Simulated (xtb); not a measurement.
# GFN2-xTB run of GeSiH4O (SMILES [SiH3][O][GeH])

What is the vertical ionisation energy of GeSiH4O at GFN2-xTB? 

The calculation is run with xtb 6.7.1.

5 further runs of the same task are left out: 5 set aside as unsound or not needed.

## (1) The structure to begin with

The species is GeSiH4O (7 atoms), meant as a singlet with charge 0. As SMILES, `[SiH3][O][GeH]`. The shape is that of a PBE0-D4/def2-TZVP optimisation. This is one conformer, not always the lowest.

Bond lengths: Si1–O2 1.643 Å, O2–Ge3 1.789 Å, Si1–H4 1.490 Å, Si1–H5 1.485 Å, Si1–H6 1.485 Å, Ge3–H7 1.605 Å. Angles: Si1–O2–Ge3 134.1°, O2–Si1–H4 110.8°, O2–Si1–H5 109.3°, O2–Si1–H6 109.3°, O2–Ge3–H7 93.5°, H4–Si1–H5 109.1°, H4–Si1–H6 109.1°, H5–Si1–H6 109.4°.

## (2) Energy and forces at GFN2-xTB

The input, in.coord:

```
$coord angs
    -0.7417000     0.6509000    -0.2965000  Si
     0.5335000    -0.1393000     0.3737000  O
     1.2614000    -1.7562000     0.1342000  Ge
    -1.4092000    -0.1976000    -1.3238000  H
    -0.2609000     1.9013000    -0.9375000  H
    -1.7225000     0.9881000     0.7664000  H
     2.4008000    -1.5151000     1.2380000  H
$end
```

Command:

```bash
xtb in.coord --gfn2 --json --grad | tee in.out
```

Standard output:

```text
* xtb version 6.7.1
[...]
          :  # basis functions                  28          :
[...]
          :  # electrons                        18          :
[...]
          :  Hamiltonian                  GFN2-xTB          :
[...]
          :  net charge                          0          :
          :  unpaired electrons                  0          :
[...]
   *** convergence criteria satisfied after 12 iterations ***
[...]
         ::                     SUMMARY                     ::
         :::::::::::::::::::::::::::::::::::::::::::::::::::::
         :: total energy              -9.847832947119 Eh    ::
         :: gradient norm              0.023067596432 Eh/a0 ::
         :: HOMO-LUMO gap              3.190218831355 eV    ::
         ::.................................................::
         :: SCC energy                -9.887722031519 Eh    ::
         :: -> isotropic ES            0.022778135057 Eh    ::
         :: -> anisotropic ES          0.003208142412 Eh    ::
         :: -> anisotropic XC          0.000588869348 Eh    ::
         :: -> dispersion             -0.004200164708 Eh    ::
         :: repulsion energy           0.039889084399 Eh    ::
         :: add. restraining           0.000000000000 Eh    ::
         :: total charge              -0.000000000000 e     ::
         :::::::::::::::::::::::::::::::::::::::::::::::::::::
[...]
         9        2.0000           -0.3809735             -10.3668 (HOMO)
        10                         -0.2637351              -7.1766 (LUMO)
[...]
     #   Z          covCN         q      C6AA      α(0)
     1  14          3.614     0.522    97.356    18.940
     2   8          1.547    -0.442    21.761     6.293
     3  32          1.785     0.350   247.128    32.853
     4   1          0.910    -0.107     5.826     3.776
     5   1          0.912    -0.094     5.352     3.619
     6   1          0.912    -0.094     5.352     3.619
     7   1          0.896    -0.136     7.028     4.148
[...]
     #   Z sym  total        # sym  WBO       # sym  WBO       # sym  WBO
 ---------------------------------------------------------------------------
     1  14      3.802 --     2      1.071     5      0.888     6      0.888
                             4      0.884
     2   8      2.374 --     3      1.200     1      1.071
     3  32      2.242 --     2      1.200     7      0.963
     4   1      0.989 --     1      0.884
     5   1      0.991 --     1      0.888
     6   1      0.991 --     1      0.888
     7   1      0.981 --     3      0.963
 ---------------------------------------------------------------------------
[...]
molecular dipole:
                 x           y           z       tot (Debye)
 q only:       -0.323      -0.486      -0.536
   full:       -0.238      -0.575      -0.510       2.045
molecular quadrupole (traceless):
[...]
          | TOTAL ENERGY               -9.847832947119 Eh   |
          | GRADIENT NORM               0.023067596432 Eh/α |
          | HOMO-LUMO GAP               3.190218831355 eV   |
           -------------------------------------------------
[...]
```

Standard error:

```text
normal termination of xtb
```

It took 0.03 s on 1 thread of Arm Neoverse N1, shared host.

## (3) The doublet cation, same level

The input, coord:

```
$coord
     -1.401609866635      1.230022734519     -0.560303795952  si
      1.008168887488     -0.263238849160      0.706190652773  o
      2.383700533603     -3.318737020068      0.253601245925  ge
     -2.663002054823     -0.373409882226     -2.501619443780  h
     -0.493029545915      3.592936280751     -1.771618241837  h
     -3.255053249668      1.867238383743      1.448286101913  h
      4.536854480002     -2.863124051421      2.339480942287  h
$end
```

Command:

```bash
xtb coord --grad --chrg 1 -u 1 --json --gfn 2 > coord.out 2> xtb.err
```

Standard output (excerpt; [...] marks lines left out):

```text
* xtb version 6.7.1
[...]
          :  # basis functions                  28          :
[...]
          :  # electrons                        17          :
[...]
          :  Hamiltonian                  GFN2-xTB          :
[...]
          :  net charge                          1          :
          :  unpaired electrons                  1          :
[...]
   *** convergence criteria satisfied after 26 iterations ***
[...]
         ::                     SUMMARY                     ::
         :::::::::::::::::::::::::::::::::::::::::::::::::::::
         :: total energy              -9.352007521643 Eh    ::
         :: gradient norm              0.040246919196 Eh/a0 ::
         :: HOMO-LUMO gap              3.199586316217 eV    ::
         ::.................................................::
         :: SCC energy                -9.391896606040 Eh    ::
         :: -> isotropic ES            0.099256469188 Eh    ::
         :: -> anisotropic ES         -0.004924337763 Eh    ::
         :: -> anisotropic XC          0.000020130718 Eh    ::
         :: -> dispersion             -0.002957098078 Eh    ::
         :: repulsion energy           0.039889084398 Eh    ::
         :: add. restraining           0.000000000000 Eh    ::
         :: total charge               1.000000000000 e     ::
         :::::::::::::::::::::::::::::::::::::::::::::::::::::
[...]
         9        1.1352           -0.6027018             -16.4004 (HOMO)
        10                         -0.4851192             -13.2008 (LUMO)
[...]
molecular dipole:
                 x           y           z       tot (Debye)
 q only:        0.349      -1.025      -0.266
   full:        0.655      -1.670      -0.349       4.646
molecular quadrupole (traceless):
[...]
          | TOTAL ENERGY               -9.352007521643 Eh   |
          | GRADIENT NORM               0.040246919196 Eh/α |
          | HOMO-LUMO GAP               3.199586316217 eV   |
           -------------------------------------------------
[...]
```

Standard error:

```text
normal termination of xtb
```

Wall time 0.035 s (1 thread of Arm Neoverse N1, shared host).

## (4) Outcome

Level: GFN2-xTB.

| quantity | value |
| --- | --- |
| singlet GeSiH4O: total energy | -9.84783 Eh |
| singlet GeSiH4O: dipole moment | 2.04 D |
| singlet GeSiH4O: HOMO energy | -10.37 eV |
| singlet GeSiH4O: LUMO energy | -7.18 eV |
| singlet GeSiH4O: HOMO–LUMO gap | 3.19 eV |
| singlet GeSiH4O: dispersion energy | -11.03 kJ/mol |
| singlet GeSiH4O: largest force on an atom | 0.534 eV/Å |
| singlet GeSiH4O: mean polarisability (D4 model) | 73.2 bohr³ |
| doublet cation: total energy | -9.35201 Eh |
| doublet cation: HOMO energy (partly filled) | -16.40 eV |
| doublet cation: LUMO energy | -13.20 eV |
| doublet cation: dispersion energy | -7.76 kJ/mol |
| doublet cation: largest force on an atom | 1.360 eV/Å |
| doublet cation: mean polarisability (D4 model) | 66.5 bohr³ |
| vertical ionisation energy (to the doublet cation) | 13.492 eV |

**Reading.** Removing an electron at fixed nuclei costs 13.49 eV (1302 kJ/mol). The largest force (singlet GeSiH4O) is 0.53 eV/Å: the shape isn't a stationary point for this species at this level. No empirical shift is applied, and without it xTB methods put this difference several eV too high. Mulliken charges (singlet GeSiH4O) run from -0.44 on O2 to +0.52 on Si1.
